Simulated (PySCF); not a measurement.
# GeB: bond curves at several levels of theory, part 2 of 2

PySCF 2.14.0; Ge def2-TZVPP, B def2-TZVPP; no relativity. Earlier steps stand in the parts before.

**8. M06 (hybrid meta-GGA)**

The SCF at the reference distance, 1.984 Å, printed:

```text
[... 17 set-up lines left out, the same as in an earlier log ...]
XC functionals = M06
    Y. Zhao and D. G. Truhlar.,  Theor. Chem. Acc. 120, 215 (2008)
    Y. Zhao and D. G. Truhlar.,  Theor. Chem. Acc. 120, 215 (2008)
[... 2 set-up lines left out, the same as in an earlier log ...]
init E= -2101.62170878981
cycle= 1 E= -2101.62429795546  delta_E= -0.00259  |g|= 0.0203  |ddm|= 0.267
cycle= 2 E= -2101.62381735992  delta_E= 0.000481  |g|= 0.0311  |ddm|= 0.0648
cycle= 3 E= -2101.62457371201  delta_E= -0.000756  |g|= 0.00543  |ddm|= 0.0421
cycle= 4 E= -2101.62459911864  delta_E= -2.54e-05  |g|= 0.000945  |ddm|= 0.0103
cycle= 5 E= -2101.62460044747  delta_E= -1.33e-06  |g|= 0.00034  |ddm|= 0.00233
cycle= 6 E= -2101.62460059281  delta_E= -1.45e-07  |g|= 9.85e-05  |ddm|= 0.00113
cycle= 7 E= -2101.62460060465  delta_E= -1.18e-08  |g|= 5.74e-05  |ddm|= 0.000256
cycle= 8 E= -2101.6246006118  delta_E= -7.15e-09  |g|= 1.61e-05  |ddm|= 0.00023
cycle= 9 E= -2101.62460061308  delta_E= -1.29e-09  |g|= 3.71e-06  |ddm|= 0.000152
cycle= 10 E= -2101.62460061314  delta_E= -5.28e-11  |g|= 8.2e-07  |ddm|= 2.59e-05
Extra cycle  E= -2101.62460061314  delta_E= -3.18e-12  |g|= 6.34e-07  |ddm|= 2.68e-06
converged SCF energy = -2101.62460061314  <S^2> = 3.7532469  2S+1 = 4.0016231
```

Re = 1.981 Å, ωe = 647 cm⁻¹, ωexe = 4.04 cm⁻¹, αe = 0.00379 cm⁻¹, Be = 0.4481 cm⁻¹, De = 3.15 eV, μ = -1.10 D.

**9. BHandHLYP**

Log of the SCF at 1.984 Å:

```text
[... 17 set-up lines left out, the same as in an earlier log ...]
XC functionals = BHANDHLYP
    A. D. Becke.,  J. Chem. Phys. 98, 1372 (1993)
    Defined through Gaussian implementation.
[... 2 set-up lines left out, the same as in an earlier log ...]
init E= -2101.65759430784
cycle= 1 E= -2101.65874987791  delta_E= -0.00116  |g|= 0.0374  |ddm|= 0.0966
cycle= 2 E= -2101.65878856453  delta_E= -3.87e-05  |g|= 0.0353  |ddm|= 0.032
cycle= 3 E= -2101.65896822497  delta_E= -0.00018  |g|= 0.00273  |ddm|= 0.015
cycle= 4 E= -2101.65897591662  delta_E= -7.69e-06  |g|= 0.0014  |ddm|= 0.00635
cycle= 5 E= -2101.65898044364  delta_E= -4.53e-06  |g|= 0.00059  |ddm|= 0.00339
cycle= 6 E= -2101.65898180747  delta_E= -1.36e-06  |g|= 0.000192  |ddm|= 0.00276
cycle= 7 E= -2101.65898202771  delta_E= -2.2e-07  |g|= 7.5e-05  |ddm|= 0.0011
cycle= 8 E= -2101.65898205789  delta_E= -3.02e-08  |g|= 1.79e-05  |ddm|= 0.000492
cycle= 9 E= -2101.65898205898  delta_E= -1.1e-09  |g|= 4.02e-06  |ddm|= 8.48e-05
cycle= 10 E= -2101.65898205901  delta_E= -2.5e-11  |g|= 4.89e-07  |ddm|= 1.41e-05
Extra cycle  E= -2101.65898205901  delta_E= -4.55e-12  |g|= 2.65e-07  |ddm|= 1.29e-06
converged SCF energy = -2101.65898205901  <S^2> = 3.7534171  2S+1 = 4.0017082
```

Re = 1.969 Å, ωe = 663 cm⁻¹, ωexe = 4.69 cm⁻¹, αe = 0.00401 cm⁻¹, Be = 0.4537 cm⁻¹, De = 2.75 eV, μ = -0.69 D.

**10. M06-2X (hybrid meta-GGA)**

The SCF at the reference distance, 1.984 Å, printed:

```text
[... 13 set-up lines left out, the same as in an earlier log ...]
max_memory 2100 MB (current use 525 MB)
[... 3 set-up lines left out, the same as in an earlier log ...]
XC functionals = M062X
[... 4 set-up lines left out, the same as in an earlier log ...]
init E= -2101.68308595932
cycle= 1 E= -2101.68927834965  delta_E= -0.00619  |g|= 0.071  |ddm|= 0.236
cycle= 2 E= -2101.68951259709  delta_E= -0.000234  |g|= 0.059  |ddm|= 0.0644
cycle= 3 E= -2101.68992746276  delta_E= -0.000415  |g|= 0.00394  |ddm|= 0.0205
cycle= 4 E= -2101.68993352009  delta_E= -6.06e-06  |g|= 0.0014  |ddm|= 0.00731
cycle= 5 E= -2101.68993570098  delta_E= -2.18e-06  |g|= 0.000726  |ddm|= 0.00276
cycle= 6 E= -2101.68993642852  delta_E= -7.28e-07  |g|= 0.00022  |ddm|= 0.00132
cycle= 7 E= -2101.68993668214  delta_E= -2.54e-07  |g|= 8.94e-05  |ddm|= 0.00102
cycle= 8 E= -2101.68993672798  delta_E= -4.58e-08  |g|= 3.34e-05  |ddm|= 0.000469
cycle= 9 E= -2101.68993673433  delta_E= -6.35e-09  |g|= 5.73e-06  |ddm|= 0.000226
cycle= 10 E= -2101.68993673444  delta_E= -1.11e-10  |g|= 1.1e-06  |ddm|= 3.15e-05
Extra cycle  E= -2101.68993673444  delta_E= -4.55e-12  |g|= 7.67e-07  |ddm|= 3.31e-06
converged SCF energy = -2101.68993673444  <S^2> = 3.7551896  2S+1 = 4.002594
```

Re = 1.979 Å, ωe = 659 cm⁻¹, ωexe = 4.83 cm⁻¹, αe = 0.00393 cm⁻¹, Be = 0.4492 cm⁻¹, De = 3.14 eV, μ = -0.63 D. 32 s of CPU time for 12 points, integrals apart.

**11. HSE06**

The SCF at the reference distance, 1.984 Å, printed:

```text
[... 17 set-up lines left out, the same as in an earlier log ...]
XC functionals = HSE06
    J. Heyd, G. E. Scuseria, and M. Ernzerhof.,  J. Chem. Phys. 118, 8207 (2003)
    J. Heyd, G. E. Scuseria, and M. Ernzerhof.,  J. Chem. Phys. 124, 219906 (2006)
    A. V. Krukau, O. A. Vydrov, A. F. Izmaylov, and G. E. Scuseria.,  J. Chem. Phys. 125, 224106 (2006)
[... 2 set-up lines left out, the same as in an earlier log ...]
init E= -2101.39138593955
cycle= 1 E= -2101.39142862186  delta_E= -4.27e-05  |g|= 0.014  |ddm|= 0.0218
cycle= 2 E= -2101.3914151452  delta_E= 1.35e-05  |g|= 0.0163  |ddm|= 0.0111
cycle= 3 E= -2101.39144948997  delta_E= -3.43e-05  |g|= 0.00182  |ddm|= 0.00768
cycle= 4 E= -2101.39145258228  delta_E= -3.09e-06  |g|= 0.000239  |ddm|= 0.0025
cycle= 5 E= -2101.39145265155  delta_E= -6.93e-08  |g|= 9.1e-05  |ddm|= 0.000469
cycle= 6 E= -2101.39145266307  delta_E= -1.15e-08  |g|= 2.59e-05  |ddm|= 0.000206
cycle= 7 E= -2101.39145266573  delta_E= -2.66e-09  |g|= 8.16e-06  |ddm|= 0.000115
cycle= 8 E= -2101.39145266596  delta_E= -2.28e-10  |g|= 1.78e-06  |ddm|= 4.2e-05
Extra cycle  E= -2101.39145266596  delta_E= -4.55e-12  |g|= 2.45e-06  |ddm|= 5.85e-06
converged SCF energy = -2101.39145266596  <S^2> = 3.7521322  2S+1 = 4.0010659
```

Re = 1.978 Å, ωe = 656 cm⁻¹, ωexe = 4.33 cm⁻¹, αe = 0.00382 cm⁻¹, Be = 0.4496 cm⁻¹, De = 3.29 eV, μ = -0.80 D.

**12. UHF (mean field)**

The SCF at the reference distance, 1.984 Å, printed:

```text
******** <class 'pyscf.scf.uhf_symm.SymAdaptedUHF'> ********
method = SymAdaptedUHF
[... 11 set-up lines left out, the same as in an earlier log ...]
max_memory 2100 MB (current use 565 MB)
[... 1 set-up line left out, the same as in an earlier log ...]
Overwritten attributes  get_k get_hcore get_occ get_j get_jk  of <class 'pyscf.scf.uhf_symm.SymAdaptedUHF'>
<class 'pyscf.scf.uhf_symm.SymAdaptedUHF'> does not have attributes  refdm
[... 1 set-up line left out, the same as in an earlier log ...]
init E= -2099.9106167872
cycle= 1 E= -2099.92436290422  delta_E= -0.0137  |g|= 0.088  |ddm|= 0.173
cycle= 2 E= -2099.92599803203  delta_E= -0.00164  |g|= 0.0529  |ddm|= 0.0888
cycle= 3 E= -2099.92661490541  delta_E= -0.000617  |g|= 0.0112  |ddm|= 0.0252
cycle= 4 E= -2099.92693234605  delta_E= -0.000317  |g|= 0.00538  |ddm|= 0.0313
cycle= 5 E= -2099.92709783881  delta_E= -0.000165  |g|= 0.00294  |ddm|= 0.025
cycle= 6 E= -2099.92715392293  delta_E= -5.61e-05  |g|= 0.0017  |ddm|= 0.0135
cycle= 7 E= -2099.92717911424  delta_E= -2.52e-05  |g|= 0.00093  |ddm|= 0.0115
cycle= 8 E= -2099.92718509013  delta_E= -5.98e-06  |g|= 0.000382  |ddm|= 0.00615
cycle= 9 E= -2099.9271863277  delta_E= -1.24e-06  |g|= 0.000133  |ddm|= 0.00344
cycle= 10 E= -2099.9271864033  delta_E= -7.56e-08  |g|= 5.02e-05  |ddm|= 0.000746
cycle= 11 E= -2099.92718641105  delta_E= -7.75e-09  |g|= 1.18e-05  |ddm|= 0.000244
cycle= 12 E= -2099.9271864114  delta_E= -3.51e-10  |g|= 3.34e-06  |ddm|= 4.66e-05
Extra cycle  E= -2099.92718641143  delta_E= -2.09e-11  |g|= 1.73e-06  |ddm|= 8.31e-06
converged SCF energy = -2099.92718641143  <S^2> = 3.7565146  2S+1 = 4.003256
```

Re = 1.944 Å, ωe = 715 cm⁻¹, ωexe = 7.76 cm⁻¹, αe = 0.00459 cm⁻¹, Be = 0.4654 cm⁻¹, De = 2.02 eV, μ = -0.22 D.

**13. Correlated methods on the Hartree–Fock reference**

Reference: UHF; core orbitals frozen: 10.

Output of the coupled-cluster run at 1.984 Å:

```text
******** <class 'pyscf.cc.uccsd.UCCSD'> ********
CC2 = 0
CCSD nocc = (np.int64(10), np.int64(7)), nmo = (69, 69)
frozen orbitals [[0, 1, 2, 3, 4, 5, 6, 7, 8, 9], [0, 1, 2, 3, 4, 5, 6, 7, 8, 9]]
max_cycle = 80
direct = 0
conv_tol = 1e-07
conv_tol_normt = 1e-05
diis_space = 8
diis_start_cycle = 0
diis_start_energy_diff = 1e+09
max_memory 2100 MB (current use 673 MB)
Init t2, MP2 energy = -0.263617540204804
Init E_corr(UCCSD) = -0.263617540208811
cycle = 1  E_corr(UCCSD) = -0.265864390966846  dE = -0.00224685076  norm(t1,t2) = 0.087402
cycle = 2  E_corr(UCCSD) = -0.276543694096073  dE = -0.0106793031  norm(t1,t2) = 0.0353893
cycle = 3  E_corr(UCCSD) = -0.277516955347331  dE = -0.000973261251  norm(t1,t2) = 0.0239163
cycle = 4  E_corr(UCCSD) = -0.280396824650194  dE = -0.0028798693  norm(t1,t2) = 0.0143084
cycle = 5  E_corr(UCCSD) = -0.28050801357599  dE = -0.000111188926  norm(t1,t2) = 0.00810709
cycle = 6  E_corr(UCCSD) = -0.280310687222533  dE = 0.000197326353  norm(t1,t2) = 0.00257904
cycle = 7  E_corr(UCCSD) = -0.280491556589457  dE = -0.000180869367  norm(t1,t2) = 0.00133945
cycle = 8  E_corr(UCCSD) = -0.280476242165531  dE = 1.53144239e-05  norm(t1,t2) = 0.000420333
cycle = 9  E_corr(UCCSD) = -0.280471659379611  dE = 4.58278592e-06  norm(t1,t2) = 0.000144332
cycle = 10  E_corr(UCCSD) = -0.280473732688429  dE = -2.07330882e-06  norm(t1,t2) = 4.27905e-05
cycle = 11  E_corr(UCCSD) = -0.280473922259227  dE = -1.89570798e-07  norm(t1,t2) = 1.6657e-05
cycle = 12  E_corr(UCCSD) = -0.280473716551302  dE = 2.05707926e-07  norm(t1,t2) = 5.12422e-06
cycle = 13  E_corr(UCCSD) = -0.280473837265153  dE = -1.20713851e-07  norm(t1,t2) = 2.26584e-06
cycle = 14  E_corr(UCCSD) = -0.280473904365152  dE = -6.70999991e-08  norm(t1,t2) = 8.46838e-07
UCCSD converged
E(UCCSD) = -2100.20766031579  E_corr = -0.2804739043651522
UCCSD(T) correction = -0.0147255058286171
```

Correlation energy (eV) along the bond:

```tsv
R (Å)	MP2	SCS-MP2	CCSD	CCSD(T)	T1
1.706	-7.075	-6.461	n/a	n/a	n/a
1.786	-7.086	-6.474	-7.530	-7.896	0.028
1.865	-7.113	-6.503	-7.565	-7.944	0.028
1.925	-7.141	-6.533	-7.597	-7.987	0.028
1.984	-7.173	-6.568	-7.632	-8.033	0.027
2.043	-7.203	-6.602	-7.667	-8.077	0.025
2.123	-7.225	-6.634	-7.705	-8.125	0.024
2.222	-7.202	-6.631	-7.728	-8.153	0.026
2.341	-7.111	-6.572	-7.713	-8.139	0.034
2.500	-6.934	-6.450	n/a	n/a	n/a
```

UHF-MP2: Re = 1.977 Å, ωe = 664 cm⁻¹, Be = 0.4501 cm⁻¹, De = 3.04 eV.

UHF-SCS-MP2: Re = 1.981 Å, ωe = 648 cm⁻¹, Be = 0.4484 cm⁻¹, De = 2.65 eV.

UHF-CCSD: Re = 1.981 Å, ωe = 646 cm⁻¹, ωexe = 4.70 cm⁻¹, αe = 0.00419 cm⁻¹, Be = 0.4483 cm⁻¹, De = 2.76 eV.

UHF-CCSD(T): Re = 1.993 Å, ωe = 636 cm⁻¹, ωexe = 3.77 cm⁻¹, αe = 0.00375 cm⁻¹, Be = 0.4431 cm⁻¹, De = 2.95 eV.

**14. All curves**

Energy (eV) from each level's lowest point:

```tsv
R (Å)	UHF	UHF-MP2	UHF-SCS-MP2	UHF-CCSD	UHF-CCSD(T)	PBE	r²SCAN	PBE0	M06	HSE06	BHandHLYP	M06-2X
1.706	0.764	0.853	0.861	n/a	n/a	0.948	0.864	0.860	0.864	0.863	0.821	0.884
1.786	0.296	0.374	0.380	0.388	0.423	0.444	0.381	0.378	0.384	0.380	0.350	0.391
1.865	0.062	0.113	0.117	0.120	0.141	0.155	0.115	0.114	0.120	0.115	0.098	0.120
1.925	0.000	0.022	0.025	0.026	0.036	0.043	0.023	0.023	0.026	0.023	0.015	0.025
1.984	0.010	0.000	0.000	0.000	0.000	0.000	0.000	0.000	0.000	0.000	0.000	0.000
2.043	0.070	0.031	0.026	0.026	0.017	0.009	0.029	0.030	0.026	0.029	0.036	0.029
2.123	0.201	0.140	0.125	0.118	0.099	0.082	0.129	0.128	0.119	0.127	0.142	0.126
2.222	0.399	0.360	0.326	0.293	0.269	0.238	0.316	0.313	0.299	0.312	0.333	0.308
2.341	0.643	0.696	0.630	0.553	0.527	0.478	0.590	0.584	0.565	0.582	0.604	0.572
2.500	0.948	1.178	1.057	n/a	n/a	0.832	0.982	0.973	0.949	0.969	0.986	0.949
```

The whole job (state search and all levels along the bond) took 11 min on 1 thread of Arm Neoverse V1 (shared host), peak memory 1.8 GiB.

**15. Constants by level of theory**

What follows sums up all 2 parts.

Lowest PBE0 solution found, without spin–orbit coupling: ⁴Σ⁻ (quartet), unpaired electrons σ ↑, π ↑↑. State 2 has its PBE0 minimum 0.33 eV higher, as a spin-mixed determinant (⟨S²⟩ = 1.77), so this is no gap between pure states. State 3 has its PBE0 minimum 0.37 eV higher, as a spin-mixed determinant (⟨S²⟩ = 1.76), so this is no gap between pure states. State 4 has its PBE0 minimum 1.08 eV higher. The other levels ran on the lowest alone.

```tsv
level	Re (Å)	ωe (cm⁻¹)	De (eV)	μ (D)
UHF	1.944	715	2.02	-0.22
UHF-MP2	1.977	664	3.04	n/a
UHF-SCS-MP2	1.981	648	2.65	n/a
UHF-CCSD	1.981	646	2.76	n/a
UHF-CCSD(T)	1.993	636	2.95	n/a
PBE	2.001	623	3.51	-0.96
r²SCAN	1.978	658	3.50	-0.57
PBE0	1.977	656	3.28	-0.78
M06	1.981	647	3.15	-1.10
HSE06	1.978	656	3.29	-0.80
BHandHLYP	1.969	663	2.75	-0.69
M06-2X	1.979	659	3.14	-0.63
```

De is counted to Ge + B in their ground configurations. A positive dipole means Ge(−)B(+).

Differences from CCSD(T) in the same basis:

```tsv
level	Re (mÅ)	ωe (%)
UHF	-48	+12.4
UHF-MP2	-16	+4.3
UHF-SCS-MP2	-12	+1.8
UHF-CCSD	-12	+1.5
PBE	+9	-2.1
r²SCAN	-15	+3.4
PBE0	-15	+3.1
M06	-11	+1.6
HSE06	-15	+3.1
BHandHLYP	-23	+4.3
M06-2X	-13	+3.6
```

Time per point (s) on 1 thread of Arm Neoverse V1, shared host (CPU time, shared integrals of 0.43 s apart; correlated levels include their reference; CCSD comes with the CCSD(T) run); the times are rough: UHF 0.83, UHF-MP2 1.4, UHF-SCS-MP2 1.4, PBE 1.3, r²SCAN 1.9, PBE0 2.3, M06 2.6, HSE06 2.3, BHandHLYP 1.5, M06-2X 2.7; the reference 49.

The cheapest levels within 10 mÅ and 2.5 % of CCSD(T): PBE (1.3 s). The dearest run takes 49 s.

**Reading.** Judged by CCSD(T) in the same basis: best bond length PBE (+9 mÅ), worst UHF (-48 mÅ); best wavenumber UHF-CCSD (+1.5 %), worst UHF (+12.4 %). Hartree–Fock falls on the short and stiff side, its usual fault. PBE gives a bond that is too long and too soft, as GGAs tend to. Among the levels with a De in the table, it runs from 2.02 eV (UHF) to 3.51 eV (PBE).

Correlated steps freeze 10 core orbitals.
